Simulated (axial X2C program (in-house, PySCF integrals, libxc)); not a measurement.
# MnS⁻: from the state search to constants

Aim: find the lowest determinant of MnS⁻, scan the bond at several levels and fit the constants, once spin-free and once with spin–orbit coupling.

The runs use an in-house X2C program for linear molecules on PySCF integrals; all-electron X2C, Mn dyall-acv3z, S dyall-av3z.

All values are calculated.

**1. Input**

Input file task.json:

```json
{"zs": [25, 16], "q": -1, "bas": ["dyall-acv3z", "dyall-av3z"], "levels": ["PBE0", "HF", "B97-3"], "cc": true, "r0": 1.99, "thr": -2.0, "nmax": 90, "npts": 10, "nst": 2, "ntry": 6}
```

Keys: zs atomic numbers; q charge; bas basis sets; levels methods (HF also brings MP2); cc coupled cluster on or off; r0 starting distance in Å; thr threshold in hartree for freezing inner shells (an s shell follows its p shell); nmax most natural virtual spinors; npts points asked for on the curve; nst determinants followed; ntry starts of the search.

On the command line:

```sh
$ python so2c.py task.json out
```

Spin-free means the one-electron spin-free X2C Hamiltonian; two-component (2c) means X2C with spin–orbit coupling and atomic mean-field two-electron Coulomb and Gaunt terms. Basis: Mn dyall-acv3z contracted to [10s11p7d4f2g], S dyall-av3z contracted to [9s8p3d2f]; Gaussian nuclei, density fitting. Masses: Mn 54.938 u, S 31.972 u.

Notation: σ, π±, δ± give the projection m of an orbital's angular momentum (0, ±1, ±2), α and β its spin, Λ and M_S the sums; ω is the projection of a spinor's total angular momentum and Ω the sum. Logs are in hartree.

The results follow Hamiltonian by Hamiltonian and level by level.

**2. Which state to follow**

PBE0 moves the distance from 1.990 Å to 2.173 Å and compares determinants there.

Spin-free determinants:

```csv
ΔE (eV),state,open shells
0.00,"M_S = 3, Λ = 0","beyond closed shells: 2 × σα, π+α, π-α, δ+α, δ-α"
0.29,"M_S = 2, Λ = 0","beyond closed shells: π+α, π-α, δ+α, δ-α"
1.57,"M_S = 2, Λ = 1","beyond closed shells: σα, π+α, δ+α, δ-α"
1.77,"M_S = 2, Λ = 1","beyond closed shells: σα, π+α, π+β, π-α, δ+α, δ-α"
1.88,"M_S = 3, Λ = 1","beyond closed shells: σα, 2 × π+α, π-α, δ+α, δ-α"
2.67,"M_S = 2, Λ = 0","beyond closed shells: 2 × σα, π+β, π-α, δ+α, δ-α"
2.68,"M_S = 2, Λ = 2","beyond closed shells: 2 × σα, π+α, π+β, δ+α, δ-α"
```

Two-component determinants:

```
ΔE (eV)  state                                           open shells
   0.00  Ω = 3                excess of +ω over −ω: ω = 1/2, ω = 5/2
   0.28  Ω = 2               excess of +ω over −ω: ω = -1/2, ω = 5/2
   1.55  Ω = 1               excess of +ω over −ω: ω = -3/2, ω = 5/2
   1.77  Ω = 1               excess of +ω over −ω: ω = -3/2, ω = 5/2
   1.88  Ω = 4                excess of +ω over −ω: ω = 3/2, ω = 5/2
   2.49  Ω = 2  excess of +ω over −ω: 2 × ω = 1/2, ω = -3/2, ω = 5/2
   2.53  Ω = 4            excess of +ω over −ω: 3 × ω = 1/2, ω = 5/2
```

**3. PBE0, spin-free**

State followed: M_S = 3, Λ = 0 (beyond closed shells: 2 × σα, π+α, π-α, δ+α, δ-α). The scan is laid around 2.173 Å, a first estimate of the minimum, and this SCF restarts from the orbitals of the search.

The SCF at the reference distance of 2.173 Å:

```text
spin-free X2C-1e  PBE0
basis functions 186  fitting functions 989  grid points 5084
iter        total energy     max residual
   1      -1557.619693853     7.45e-05
   2      -1557.619694066     3.13e-05
   3      -1557.619694088     8.84e-06
   4      -1557.619694091     4.33e-06
converged
one-electron -2350.55764731  Coulomb 773.81655639  exact exchange -19.18149544  xc functional -59.10662655  nuclear repulsion 97.40951881
```

Along the bond, energies from the lowest point:

```
R (Å)  E (eV)  μ (D)  HOMO (eV)  LUMO (eV)  iterations
1.977  0.3363  -1.24       0.13       1.83          38
2.043  0.1313  -1.88       0.01       1.83          36
2.108  0.0264  -2.47      -0.10       1.83          37
2.173  0.0000  -3.02      -0.20       1.83           4
2.249  0.0451  -3.62      -0.31       1.83          37
2.325  0.1505  -4.18      -0.41       1.82          33
2.423  0.3474  -4.85      -0.51       1.82          33
```

Dipoles are positive if S is the positive end and refer to the centre of mass.

Outer orbitals at the reference distance:

```json
{"symmetry": "σα", "occupied": "yes", "ε (eV)": "-12.12", "atomic character": "72% S s, 10% Mn d, 10% Mn p"}
{"symmetry": "σβ", "occupied": "yes", "ε (eV)": "-11.91", "atomic character": "73% S s, 10% Mn p, 9% Mn d"}
{"symmetry": "δ-α", "occupied": "yes", "ε (eV)": "-5.16", "atomic character": "100% Mn d"}
{"symmetry": "δ+α", "occupied": "yes", "ε (eV)": "-5.16", "atomic character": "100% Mn d"}
{"symmetry": "π-α", "occupied": "yes", "ε (eV)": "-5.12", "atomic character": "95% Mn d, 4% S p"}
{"symmetry": "π+α", "occupied": "yes", "ε (eV)": "-5.12", "atomic character": "95% Mn d, 4% S p"}
{"symmetry": "σα", "occupied": "yes", "ε (eV)": "-5.11", "atomic character": "84% Mn d, 11% S p, 4% S s"}
{"symmetry": "σα", "occupied": "yes", "ε (eV)": "-2.57", "atomic character": "48% S p, 40% Mn s, 7% Mn d"}
{"symmetry": "σβ", "occupied": "yes", "ε (eV)": "-2.26", "atomic character": "75% S p, 10% Mn s, 9% Mn d"}
{"symmetry": "π+β", "occupied": "yes", "ε (eV)": "-1.23", "atomic character": "75% S p, 16% Mn d, 7% Mn p"}
{"symmetry": "π-β", "occupied": "yes", "ε (eV)": "-1.23", "atomic character": "75% S p, 16% Mn d, 7% Mn p"}
{"symmetry": "π-α", "occupied": "yes", "ε (eV)": "-0.90", "atomic character": "75% S p, 15% Mn p, 7% Mn d"}
{"symmetry": "π+α", "occupied": "yes", "ε (eV)": "-0.90", "atomic character": "75% S p, 15% Mn p, 7% Mn d"}
{"symmetry": "σα", "occupied": "yes", "ε (eV)": "-0.20", "atomic character": "38% Mn p, 27% S p, 26% Mn s"}
{"symmetry": "σα", "occupied": "no", "ε (eV)": "1.83", "atomic character": "89% Mn p, 9% Mn s"}
{"symmetry": "π+α", "occupied": "no", "ε (eV)": "1.91", "atomic character": "99% Mn p"}
{"symmetry": "π-α", "occupied": "no", "ε (eV)": "1.91", "atomic character": "99% Mn p"}
{"symmetry": "σβ", "occupied": "no", "ε (eV)": "2.03", "atomic character": "78% Mn p, 20% Mn s"}
```

PBE0 fields in the half plane through the axis: z from -2.4 to 4.5 Å across, distance from the axis 0.15 to 2.25 Å upwards; Mn lies at z = 0 and S at z = 2.173 Å; the ELF is damped to zero where the density is low.

log10 density (e/bohr³). Ten even steps from '0' (-4.04 ) to '9' (1.39 ):
```
111111122222222222111000
111222222222222222221100
122222333333333333322110
222233333333444444332211
222333444444445554433211
223344556554555555543221
233345677765556665544321
233345689865567986544321
```

ELF. Ten even steps from '0' (0.00 ) to '9' (0.96 ):
```
245554321111222222110000
577765432222344444321000
888875432223456666542100
999875322124677777654210
999864222113688888875310
999852244312788789886420
999742478732782007987531
999732667662762881887531
```

Re = 2.166 Å, ωe = 444 cm⁻¹, ωexe = 1.43 cm⁻¹, Be = 0.1778 cm⁻¹, De = 2.93 eV, μ = -2.96 D.

**4. HF, spin-free**

Output at 2.173 Å:

```text
spin-free X2C-1e  HF
basis functions 186  fitting functions 989  grid points 5084
iter        total energy     max residual
   1      -1556.057553852     2.00e-01
   2      -1556.095074206     1.13e-02
   3      -1556.100043443     2.46e-02
   4      -1556.101001556     4.64e-03
   5      -1556.101157162     1.07e-03
   6      -1556.101230448     1.50e-03
   7      -1556.101257703     9.64e-04
   8      -1556.101273513     2.65e-04
   9      -1556.101277252     2.39e-04
  10      -1556.101278060     1.19e-04
  11      -1556.101278173     1.60e-05
  12      -1556.101278190     1.16e-05
  13      -1556.101278193     6.00e-06
  14      -1556.101278193     1.48e-06
converged
one-electron -2350.19961417  Coulomb 773.57505240  exact exchange -76.88623523  xc functional 0.00000000  nuclear repulsion 97.40951881
```

No constants are quoted: too few points lie around the minimum for a second fit to confirm the first.

**5. B97-3, spin-free**

The SCF at the reference distance of 2.173 Å:

```text
spin-free X2C-1e  B97-3
basis functions 186  fitting functions 989  grid points 5084
iter        total energy     max residual
   1      -1557.777536244     2.74e-02
   2      -1557.780065623     1.78e-02
   3      -1557.780567979     6.04e-03
   4      -1557.780864185     6.79e-03
   5      -1557.780974340     2.32e-03
   6      -1557.781024267     1.89e-03
   7      -1557.781047594     9.96e-04
   8      -1557.781056056     4.92e-04
   9      -1557.781063052     4.14e-04
  10      -1557.781064504     2.12e-04
  11      -1557.781064828     4.34e-05
  12      -1557.781064851     1.64e-05
  13      -1557.781064854     5.58e-06
converged
one-electron -2350.58276751  Coulomb 773.84909491  exact exchange -20.66332884  xc functional -57.79358221  nuclear repulsion 97.40951881
```

Re = 2.202 Å, ωe = 421 cm⁻¹, ωexe = 1.54 cm⁻¹, Be = 0.1721 cm⁻¹, De = 2.53 eV, μ = -2.99 D.

**6. MP2 and beyond, spin-free**

Correlated methods: 14 electrons correlated (frozen shells, counted by type: Mn 3 s, 2 p; S 2 s, 1 p), 292 virtual spinors in MP2, 90 natural virtuals in coupled cluster.

Output of the correlated part at 2.173 Å:

```text
correlated 14  virtual 292  natural virtual 90  E(MP2) -0.323492437  MP2 remainder -0.020845339
iter   CCSD correlation   residual
   1     -0.311868488   1.21e-01
   2     -0.319124788   5.30e-02
   3     -0.322194804   2.60e-02
   4     -0.322518177   1.17e-02
   5     -0.322802806   5.45e-03
   6     -0.322863547   2.23e-03
   7     -0.322872688   7.90e-04
   8     -0.322878317   3.07e-04
   9     -0.322873941   1.31e-04
  10     -0.322875268   5.18e-05
  11     -0.322874775   1.99e-05
  12     -0.322874951   9.68e-06
  13     -0.322874920   5.01e-06
  14     -0.322874921   2.47e-06
(T) -0.015877578  T1 0.0338  D1 0.0588  max T2 0.044
```

T1 in the output is the amplitude norm over the root of the electron number; divide by √2 for the Lee–Taylor value.

MP2: Re = 2.211 Å, ωe = 429 cm⁻¹, Be = 0.1707 cm⁻¹, De = 2.80 eV.

CCSD: Re = 2.206 Å, ωe = 433 cm⁻¹, ωexe = 1.39 cm⁻¹, Be = 0.1713 cm⁻¹, De = 2.42 eV. T1 at Re = 0.024 (Lee–Taylor, the printed value over √2).

CCSD(T): Re = 2.209 Å, ωe = 426 cm⁻¹, ωexe = 1.47 cm⁻¹, Be = 0.1709 cm⁻¹, De = 2.52 eV. T1 at Re = 0.024 (Lee–Taylor, the printed value over √2).

**7. A higher determinant, spin-free**

State: M_S = 2, Λ = 0 (beyond closed shells: π+α, π-α, δ+α, δ-α).

Output at the reference distance:

```text
spin-free X2C-1e  PBE0
basis functions 186  fitting functions 989  grid points 5084
iter        total energy     max residual
   1      -1557.609199188     8.18e-05
   2      -1557.609199450     3.77e-05
   3      -1557.609199475     4.02e-05
   4      -1557.609199488     2.64e-05
   5      -1557.609199502     1.06e-05
   6      -1557.609199503     4.58e-06
converged
one-electron -2350.25256449  Coulomb 773.47721587  exact exchange -19.16670293  xc functional -59.07666675  nuclear repulsion 97.40951881
```

```
R (Å)  E above the lowest PBE0 point (eV)
1.977                               0.486
2.043                               0.338
2.108                               0.278
2.173                               0.286
2.249                               0.357
2.325                               0.477
2.423                               0.673
```

Re = 2.131 Å, ωe = 438 cm⁻¹, ωexe = 1.86 cm⁻¹, Be = 0.1836 cm⁻¹, μ = -1.71 D. ⟨S²⟩ = 6.82 against 6.00 for a pure state, so this determinant mixes spins. Te = 0.27 eV.

**8. The spin-free curves together**

Energy (eV) of the followed determinant, spin-free, from each level's lowest point:

| R (Å) | PBE0 | HF | MP2 | CCSD | CCSD(T) | B97-3 |
| --- | --- | --- | --- | --- | --- | --- |
| 1.977 | 0.336 | 0.766 | 0.499 | 0.490 | 0.488 | 0.445 |
| 2.043 | 0.131 | 0.409 | 0.232 | 0.225 | 0.225 | 0.201 |
| 2.108 | 0.026 | 0.179 | 0.073 | 0.069 | 0.070 | 0.060 |
| 2.173 | 0.000 | 0.050 | 0.001 | 0.000 | 0.000 | 0.000 |
| 2.249 | 0.045 | 0.000 | 0.000 | 0.004 | 0.001 | 0.008 |
| 2.325 | 0.151 | 0.032 | 0.068 | 0.076 | 0.068 | 0.079 |
| 2.423 | 0.347 | 0.163 | 0.225 | 0.240 | 0.224 | 0.235 |

**9. PBE0, 2c**

State followed: Ω = 3 (excess of +ω over −ω: ω = 1/2, ω = 5/2). The scan is laid around 2.173 Å, a first estimate of the minimum, and this SCF restarts from the orbitals of the search.

The SCF at the reference distance of 2.173 Å:

```text
two-component X2C + atomic mean field  PBE0
basis functions 186  fitting functions 989  grid points 5084
iter        total energy     max residual
   1      -1557.267841154     3.24e-05
   2      -1557.267841156     1.24e-05
converged
one-electron -2349.67538054  Coulomb 773.62870922  exact exchange -19.17668105  xc functional -59.09180158  nuclear repulsion 97.40951881  atomic mean-field constant -0.36220601
```

Along the bond, energies from the lowest point:

```csv
R (Å),E (eV),μ (D),HOMO (eV),LUMO (eV),iterations
1.977,0.3367,-1.24,0.13,1.84,37
2.043,0.1316,-1.88,0.01,1.84,37
2.108,0.0266,-2.47,-0.10,1.84,37
2.173,0.0000,-3.02,-0.20,1.84,2
2.249,0.0448,-3.62,-0.31,1.83,38
2.325,0.1500,-4.18,-0.40,1.83,34
2.423,0.3466,-4.85,-0.51,1.82,35
```

Dipoles are positive if S is the positive end and refer to the centre of mass.

Outer spinors at the reference distance:

| ω | occupied | ε (eV) | atomic character | λ mixture |
| --- | --- | --- | --- | --- |
| 1/2 | yes | -12.12 | 72% S s, 10% Mn d, 10% Mn p | 100% σ |
| -1/2 | yes | -11.92 | 73% S s, 10% Mn p, 9% Mn d | 100% σ |
| -3/2 | yes | -5.20 | 100% Mn d | 100% δ |
| -1/2 | yes | -5.14 | 95% Mn d, 4% S p | 100% π |
| 5/2 | yes | -5.12 | 100% Mn d | 100% δ |
| 1/2 | yes | -5.11 | 84% Mn d, 11% S p, 4% S s | 100% σ |
| 3/2 | yes | -5.10 | 95% Mn d, 4% S p | 100% π |
| 1/2 | yes | -2.57 | 48% S p, 40% Mn s, 7% Mn d | 100% σ |
| -1/2 | yes | -2.26 | 75% S p, 10% Mn s, 9% Mn d | 100% σ |
| 1/2 | yes | -1.25 | 75% S p, 16% Mn d, 7% Mn p | 100% π |
| -3/2 | yes | -1.21 | 75% S p, 16% Mn d, 7% Mn p | 100% π |
| -1/2 | yes | -0.92 | 75% S p, 15% Mn p, 7% Mn d | 100% π |
| 3/2 | yes | -0.87 | 75% S p, 15% Mn p, 7% Mn d | 100% π |
| 1/2 | yes | -0.20 | 38% Mn p, 27% S p, 26% Mn s | 100% σ |
| 1/2 | no | 1.84 | 89% Mn p, 10% Mn s | 100% σ |
| -1/2 | no | 1.91 | 99% Mn p | 100% π |
| 3/2 | no | 1.91 | 99% Mn p | 100% π |
| -1/2 | no | 2.03 | 76% Mn p, 21% Mn s | 100% σ |

PBE0 fields in the half plane through the axis: z from -2.4 to 4.5 Å across, distance from the axis 0.15 to 2.25 Å upwards; Mn lies at z = 0 and S at z = 2.173 Å; the ELF is damped to zero where the density is low.

log10 density (e/bohr³). Ten even steps from ' ' (-4.04 ) to '@' (1.39 ):
```
..............::::::::::::::::::::::......      
......::::::::::::::::::::::::::::::::::....    
..::::::::::--------------------------::::....  
::::::::----------------============----::::....
::::::------================++++++====----::....
::::----====++++**++++==++++++++++++++==--::::..
::------==++**######**++++++******++++====--::..
::------==++**%%@@%%**++++**##@@%%**++====--::..
```

ELF. Ten even steps from '0' (0.00 ) to '9' (0.96 ):
```
245554321111222222110000
577765432222344444321000
888875432223456666542100
999875322124677777654210
999864222113688888875310
999852244312788789886420
999742478732782007987531
999732667662762881887531
```

Re = 2.166 Å, ωe = 444 cm⁻¹, ωexe = 1.43 cm⁻¹, Be = 0.1778 cm⁻¹, De = 2.93 eV, μ = -2.96 D.

**10. HF, 2c**

The SCF at the reference distance of 2.173 Å:

```text
two-component X2C + atomic mean field  HF
basis functions 186  fitting functions 989  grid points 5084
iter        total energy     max residual
   1      -1555.706082732     1.97e-01
   2      -1555.743636115     1.09e-02
   3      -1555.748617188     2.44e-02
   4      -1555.749583781     4.61e-03
   5      -1555.749739661     1.08e-03
   6      -1555.749813250     1.50e-03
   7      -1555.749840488     9.60e-04
   8      -1555.749856326     2.49e-04
   9      -1555.749860066     2.37e-04
  10      -1555.749860876     1.18e-04
  11      -1555.749860990     1.60e-05
  12      -1555.749861007     1.15e-05
  13      -1555.749861010     5.99e-06
  14      -1555.749861010     1.47e-06
converged
one-electron -2349.31460248  Coulomb 773.38450214  exact exchange -76.86707346  xc functional 0.00000000  nuclear repulsion 97.40951881  atomic mean-field constant -0.36220601
```

No constants are quoted: too few points lie around the minimum for a second fit to confirm the first.

**11. B97-3, 2c**

The SCF at the reference distance of 2.173 Å:

```text
two-component X2C + atomic mean field  B97-3
basis functions 186  fitting functions 989  grid points 5084
iter        total energy     max residual
   1      -1557.425801065     2.72e-02
   2      -1557.428326876     1.76e-02
   3      -1557.428831737     6.04e-03
   4      -1557.429124010     6.72e-03
   5      -1557.429235904     2.31e-03
   6      -1557.429285985     1.89e-03
   7      -1557.429310031     9.68e-04
   8      -1557.429319072     4.97e-04
   9      -1557.429326711     3.51e-04
  10      -1557.429328333     2.41e-04
  11      -1557.429328708     4.44e-05
  12      -1557.429328753     2.12e-05
  13      -1557.429328771     1.26e-05
  14      -1557.429328780     1.37e-05
converged
one-electron -2349.69966407  Coulomb 773.66035648  exact exchange -20.65813237  xc functional -57.77920162  nuclear repulsion 97.40951881  atomic mean-field constant -0.36220601
```

Re = 2.202 Å, ωe = 421 cm⁻¹, ωexe = 1.54 cm⁻¹, Be = 0.172 cm⁻¹, De = 2.52 eV, μ = -2.99 D.

**12. MP2 and beyond, 2c**

Correlated methods: 14 electrons correlated (frozen shells, counted by type: Mn 3 s, 2 p; S 2 s, 1 p), 292 virtual spinors in MP2, 90 natural virtuals in coupled cluster.

Output of the correlated part at 2.173 Å:

```text
correlated 14  virtual 292  natural virtual 90  E(MP2) -0.323428144  MP2 remainder -0.020841525
iter   CCSD correlation   residual
   1     -0.311818886   1.21e-01
   2     -0.319073785   5.30e-02
   3     -0.322142414   2.60e-02
   4     -0.322466383   1.17e-02
   5     -0.322751591   5.46e-03
   6     -0.322812498   2.23e-03
   7     -0.322821647   7.91e-04
   8     -0.322827285   3.07e-04
   9     -0.322822902   1.32e-04
  10     -0.322824232   5.20e-05
  11     -0.322823739   2.01e-05
  12     -0.322823917   9.84e-06
  13     -0.322823885   5.15e-06
  14     -0.322823886   2.57e-06
(T) -0.015875604  T1 0.0338  D1 0.0588  max T2 0.044
```

MP2: Re = 2.211 Å, ωe = 429 cm⁻¹, Be = 0.1706 cm⁻¹, De = 2.78 eV.

CCSD: Re = 2.207 Å, ωe = 432 cm⁻¹, ωexe = 1.26 cm⁻¹, Be = 0.1712 cm⁻¹, De = 2.40 eV. T1 at Re = 0.024 (Lee–Taylor, the printed value over √2).

CCSD(T): Re = 2.210 Å, ωe = 425 cm⁻¹, ωexe = 1.33 cm⁻¹, Be = 0.1708 cm⁻¹, De = 2.50 eV. T1 at Re = 0.024 (Lee–Taylor, the printed value over √2).

**13. A higher determinant, 2c**

State: Ω = 2 (excess of +ω over −ω: ω = -1/2, ω = 5/2).

Output at the reference distance:

```text
two-component X2C + atomic mean field  PBE0
basis functions 186  fitting functions 989  grid points 5084
iter        total energy     max residual
   1      -1557.257395268     6.01e-05
   2      -1557.257395269     1.46e-05
converged
one-electron -2349.37084380  Coulomb 773.28987858  exact exchange -19.16189216  xc functional -59.06185068  nuclear repulsion 97.40951881  atomic mean-field constant -0.36220601
```

```csv
R (Å),E above the lowest PBE0 point (eV)
1.977,0.485
2.043,0.337
2.108,0.277
2.173,0.284
2.249,0.356
2.325,0.475
2.423,0.671
```

Re = 2.131 Å, ωe = 438 cm⁻¹, ωexe = 1.86 cm⁻¹, Be = 0.1836 cm⁻¹, μ = -1.71 D. Te = 0.27 eV.

**14. The 2c curves together**

Energy (eV) of the followed determinant, 2c, from each level's lowest point:

```csv
R (Å),PBE0,HF,MP2,CCSD,CCSD(T),B97-3
1.977,0.337,0.768,0.501,0.491,0.489,0.446
2.043,0.132,0.411,0.233,0.226,0.226,0.202
2.108,0.027,0.180,0.074,0.070,0.071,0.060
2.173,0.000,0.051,0.001,0.000,0.000,0.000
2.249,0.045,0.000,0.000,0.003,0.000,0.008
2.325,0.150,0.032,0.067,0.075,0.067,0.079
2.423,0.347,0.162,0.224,0.240,0.224,0.234
```

Time for the job: 4.5 min (1 thread of Arm Neoverse V1, shared host); peak memory 0.91 GiB.

**15. What came out**

Lowest determinant that the search found at its distance, spin-free: M_S = 3, Λ = 0 (beyond closed shells: 2 × σα, π+α, π-α, δ+α, δ-α).

Lowest determinant that the search found at its distance, 2c: Ω = 3 (excess of +ω over −ω: ω = 1/2, ω = 5/2).

| Hamiltonian | level | Re (Å) | ωe (cm⁻¹) | De (eV) | μ (D) |
| --- | --- | --- | --- | --- | --- |
| spin-free | PBE0 | 2.166 | 444 | 2.93 | -2.96 |
| spin-free | MP2 | 2.211 | 429 | 2.80 | n/a |
| spin-free | CCSD | 2.206 | 433 | 2.42 | n/a |
| spin-free | CCSD(T) | 2.209 | 426 | 2.52 | n/a |
| spin-free | B97-3 | 2.202 | 421 | 2.53 | -2.99 |
| 2c | PBE0 | 2.166 | 444 | 2.93 | -2.96 |
| 2c | MP2 | 2.211 | 429 | 2.78 | n/a |
| 2c | CCSD | 2.207 | 432 | 2.40 | n/a |
| 2c | CCSD(T) | 2.210 | 425 | 2.50 | n/a |
| 2c | B97-3 | 2.202 | 421 | 2.52 | -2.99 |

Dipoles are positive if S is the positive end and refer to the centre of mass. No constants: spin-free HF (too few points lie around the minimum for a second fit to confirm the first); 2c HF (too few points lie around the minimum for a second fit to confirm the first).

Time per point (s) on 1 thread of Arm Neoverse V1, shared host (2c runs; CCSD comes with the CCSD(T) run); the times are rough: PBE0 1.7, MP2 1.6, CCSD(T) 7.3, B97-3 2.

**Reading.** At CCSD(T), going from spin-free to two-component changes Re by +1 mÅ, ωe by -0.2 %; the spin-free picture holds up (part of it comes from the scalar share of the two-electron terms). De moves by -0.02 eV; both De rest on single-determinant atoms, which can miss part of an open shell's spin–orbit lowering.

De refers to Mn + S-, each in the lowest determinant found, which need not be this curve's own limit. Each curve is one determinant whose occupation by symmetry is held fixed; it was picked as the lowest of a PBE0 search that is not exhaustive. De is counted from the lowest determinant-based energies of the atoms at the same level, without counterpoise correction. Density functionals use the spin component along the axis (collinear). Coupled cluster ran in a truncated set of natural virtual spinors; the MP2 energy of the rest was added. With several unpaired electrons one determinant need not be a pure state. T1 at Re is 0.024 (Lee–Taylor), above the customary mark of 0.02.
